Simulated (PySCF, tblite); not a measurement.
**C3H7ClOSi2: geometry, infrared bands and NMR shifts**

Aim: predict the infrared bands and NMR shifts of C3H7ClOSi2 (`O=C1C[C@H](Cl)[SiH2][SiH2]1`).

The runs use tblite 0.8.0 and PySCF 2.14.0, with density-fitted response routines of our own; the level of theory stands in each step. All values are computed, except where a source is named. Atoms are numbered from 0 throughout.

## Step 1: The molecule as given

14 atoms, charge 0, multiplicity 1; geometry from: force field or distance geometry start.

Bonds of the start (Å): O0–C1 1.23, C1–C2 1.49, C2–C3 1.52, C3–Cl4 1.73, C3–Si5 1.87, Si5–Si6 2.27, Si6–C1 1.86, C2–H7 1.12, C2–H8 1.11, C3–H9 1.12, Si5–H10 1.46, Si5–H11 1.44, Si6–H12 1.46, Si6–H13 1.47.

## Step 2: Optimising the geometry with GFN2-xTB

Job settings and geometry (Å):

```
{"job": {"kind": "relax", "xc": "GFN2-xTB", "basis": "xTB"}, "charge": 0, "multiplicity": 1}
O     -0.150200    -2.534300     0.915500
C      0.055700    -1.478700     0.321300
C     -0.846900    -0.731900    -0.593400
C     -1.211600     0.578400     0.094300
Cl    -2.531300     1.457200    -0.609600
Si     0.430100     1.469000    -0.012700
Si     1.597900    -0.439000     0.367300
H     -0.312700    -0.527700    -1.556200
H     -1.766800    -1.319700    -0.771800
H     -1.346300     0.312200     1.173900
H      0.643800     2.425700     1.066500
H      0.710900     1.947400    -1.339300
H      2.241600    -0.411100     1.680100
H      2.485200    -0.747900    -0.758400
```

Started as:

```
OMP_NUM_THREADS=1 python probes_run.py task.json out
```

The driver reads the jobs from task.json and runs them one after another.

**Question.** This job is followed by: GFN2-xTB harmonic vibrations, gas phase; GIAO PBE0/pcSseg-1 NMR shielding, non-relativistic, gas phase. What will the session give for the following? strongest single infrared mode (GFN2-xTB); zero-point energy (GFN2-xTB); 13C shifts against TMS (PBE0/pcSseg-1); 1H shifts against TMS (PBE0/pcSseg-1); 17O shifts against H2O (PBE0/pcSseg-1); 35Cl shifts against HCl (PBE0/pcSseg-1); 29Si shifts against TMS (PBE0/pcSseg-1); surface potential, 1st and 99th percentile.

As calculated:

```
                                 quantity                                         value
strongest single infrared mode (GFN2-xTB)                         2239 cm⁻¹, 427 km/mol
             zero-point energy (GFN2-xTB)                                 54.2 kcal/mol
   13C shifts against TMS (PBE0/pcSseg-1)                         244.8, 63.5, 44.7 ppm
    1H shifts against TMS (PBE0/pcSseg-1)  4.52, 4.30, 4.17, 3.76, 3.48, 3.08, 2.46 ppm
   17O shifts against H2O (PBE0/pcSseg-1)                                     876.1 ppm
  35Cl shifts against HCl (PBE0/pcSseg-1)                                       168 ppm
  29Si shifts against TMS (PBE0/pcSseg-1)                              -59.5, -95.9 ppm
    surface potential, 1st and 99th percentile                            -1.39 V and 1.61 V
```

Over 56 steps the energy fell by 0.739 eV; of the close pairs, C1–Si6 changed most, 1.861 to 1.941 Å. No mode is imaginary among the 36: a minimum at this level. The strongest single mode, at 2239 cm⁻¹, moves mainly H11 and H13. Unscaled tight-binding wavenumbers are off by several per cent, some by more. Its intensities can rank the bands wrongly. At PBE0/pcSseg-1: The widest tensor belongs to O0: span 1771 ppm, with a paramagnetic part of -937 ppm. At PBE0/pcSseg-1, counted by nearest atom on the grid, the HOMO lies on O0 48 %; C1 14 %, the LUMO on C1 31 %; O0 22 %.
